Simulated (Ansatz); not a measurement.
# CH5BrSSi2: the cost of one run

Program: Ansatz 0.2.0. Level of theory: RKS PBE/def2-SVP. These are calculated values, not measurements.

## Step 1: The starting structure

Bond lengths: S1–C2 1.703 Å, C2–Si3 1.756 Å, C2–Si4 1.838 Å, Si4–Br5 2.214 Å, S1–H6 1.391 Å, C2–H7 1.080 Å, Si3–H8 1.543 Å, Si3–H9 1.534 Å, Si4–H10 1.417 Å. Angles: S1–C2–Si3 113.5°, S1–C2–Si4 118.0°, S1–C2–H7 108.0°, Si3–C2–Si4 101.1°, Si3–C2–H7 108.3°, Si4–C2–H7 107.5°, C2–S1–H6 101.5°, C2–Si3–H8 115.5°, C2–Si3–H9 118.9°, H8–Si3–H9 108.8°, C2–Si4–Br5 112.7°, C2–Si4–H10 118.2°, Br5–Si4–H10 113.8°.

Structure file:

```xyz
10

S    -2.1483   -0.1666   -0.3724
C    -0.5091   -0.6242   -0.4247
Si    0.2083   -0.8382    1.1634
Si    0.6875    0.5368   -1.1990
Br    0.5015    2.6021   -0.4219
H    -2.0703    1.0681    0.2628
H    -0.4408   -1.5617   -0.9558
H     1.5891   -1.5261    1.1820
H     0.2372    0.3521    2.1300
H     2.0280    0.1066   -1.3614
```

## Step 2: End point A

The input, input.yaml:

```yaml
crystal:
  periodic: [false, false, false]
  atoms:
    - { symbol: S, position_ang: [-2.1483, -0.1666, -0.3724] }
    - { symbol: C, position_ang: [-0.5091, -0.6242, -0.4247] }
    - { symbol: Si, position_ang: [0.2083, -0.8382, 1.1634] }
    - { symbol: Si, position_ang: [0.6875, 0.5368, -1.199] }
    - { symbol: Br, position_ang: [0.5015, 2.6021, -0.4219] }
    - { symbol: H, position_ang: [-2.0703, 1.0681, 0.2628] }
    - { symbol: H, position_ang: [-0.4408, -1.5617, -0.9558] }
    - { symbol: H, position_ang: [1.5891, -1.5261, 1.182] }
    - { symbol: H, position_ang: [0.2372, 0.3521, 2.13] }
    - { symbol: H, position_ang: [2.028, 0.1066, -1.3614] }
basis:
  gaussian: { orbitals: def2-SVP }
hamiltonian:
  xc: pbe
relax:
  f_tol: 0.015
  max_steps: 40
```

Started as:

```
> ansatz run input.yaml --threads 2 --pin off --max-ram 3072MiB --backend cpu --events-out ev --progress --plain --runs-dir out
```

What time and memory should one allow on 2 threads of Arm Neoverse N1, shared host?

About 3.1 min, with a peak of 0.18 GiB.
